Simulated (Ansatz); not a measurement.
# CH6NPSi: the cost of one run

Computed with Ansatz 0.2.0, Gaussian basis. Level: the settings change from run to run.

## (1) The molecule

An earlier PBE0-D4 in a triple-zeta def2 set relaxation fixed the geometry.

SMILES `C1NP[SiH2]1`, 10 atoms, charge 0, spin multiplicity 1.

Atoms are counted from 1 here; the program's logs count them from 0.

Bond lengths: C1–N2 1.466 Å, C1–Si4 1.900 Å, C1–H5 1.094 Å, C1–H6 1.100 Å, N2–P3 1.737 Å, N2–H7 1.012 Å, P3–Si4 2.263 Å, P3–H8 1.446 Å, Si4–H9 1.486 Å, Si4–H10 1.487 Å. Angles: N2–C1–Si4 91.6°, N2–C1–H5 113.0°, N2–C1–H6 113.5°, Si4–C1–H5 118.7°, Si4–C1–H6 110.6°, H5–C1–H6 108.8°, C1–N2–P3 108.8°, C1–N2–H7 117.6°, P3–N2–H7 119.0°, N2–P3–Si4 73.5°, N2–P3–H8 101.5°, Si4–P3–H8 89.9°, C1–Si4–P3 77.1°, C1–Si4–H9 113.6°, C1–Si4–H10 118.5°, P3–Si4–H9 114.1°, P3–Si4–H10 120.8°, H9–Si4–H10 109.6°.

## (2) B97M-V/def2-SVP

Options: multiplicity 3, atoms shaken by 0.03 Å.

File in.yaml:

```yaml
crystal:
  periodic: [false, false, false]
  atoms:
    - {symbol: C, position_ang: [-0.479049, 0.758642, -0.275818]}
    - {symbol: N, position_ang: [0.401703, 0.879908, 0.842354]}
    - {symbol: P, position_ang: [1.015607, -0.777433, 1.236315]}
    - {symbol: Si, position_ang: [0.464818, -0.760790, -0.893691]}
    - {symbol: H, position_ang: [-0.556810, 1.628497, -0.876361]}
    - {symbol: H, position_ang: [-1.586760, 0.487774, -0.031339]}
    - {symbol: H, position_ang: [0.123067, 1.451269, 1.593703]}
    - {symbol: H, position_ang: [-0.269044, -1.357166, 1.622736]}
    - {symbol: H, position_ang: [1.453679, -0.490042, -1.852590]}
    - {symbol: H, position_ang: [-0.457981, -1.924555, -1.425704]}
basis:
  gaussian: {orbitals: def2-SVP}
magnetization: {spin_polarized: true, initial_magnetization: 2}
hamiltonian: {xc: {name: B97M-V}}
```

Command:

```bash
ansatz run in.yaml --threads 2 --pin off --events-out ev --progress --plain --max-ram 4352MiB
```

Q: Estimate wall time and peak memory on 2 threads of Arm Neoverse V2, shared host.

About 17 s, with a peak of 0.37 GiB.
